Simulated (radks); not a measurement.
# Nuclear size and the levels of Si

The task here is to estimate one member of a computed series from the others.

The numbers are computed with radks (a radial shooting solver on a logarithmic mesh, Libxc functionals) version 1 (Dirac Kohn-Sham, PBE, spin-unpolarised, spherical densities, finite nucleus; open shells fill j = l - 1/2 first), except any that are marked as measured or tabulated.

### The system

| Property | Result |
| --- | --- |
| element | silicon (Z = 14) |
| charge | 0 |
| electrons | 14 |
| configuration | [Ne] 3s2 3p2 |
| nuclear rms radius | 3.1224 fm |

The first run:

Input:

```text
Z 14
configuration [Ne] 3s2 3p2 4s0 3d0
relativity Dirac
functional pbe,pbe
spin unpolarised
j_filling energy
nucleus finite rms 3.1224 fm
c 137.035999084
```

Among the steps run: rms radius 3.1224 fm.

One table of the session follows, with a row left open; its other results are not shown here.

It belongs to the step «rms radius 3.1224 fm». From the orbitals of this run (lengths in bohr):

```
level     <r>  outermost maximum (interpolated)  90 % within  nodes
1s1/2  0.1113                            0.0726        0.199      0
2s1/2  0.5679                             0.455        0.895      1
2p1/2  0.5361                             0.387        0.901      0
2p3/2  0.5383                             0.388        0.905      0
3s1/2       ?                                 ?            ?      ?
3p1/2   2.791                              2.15         4.45      1
3p3/2   2.800                              2.16         4.46      1
```

Q: Estimate the row for 3s1/2 from the others.

**Answer.** <r>: 2.164; outermost maximum (interpolated): 1.79; 90 % within: 3.30; nodes: 2. In the column «<r>» it lies between 2s1/2 (0.5679) and 3p1/2 (2.791).
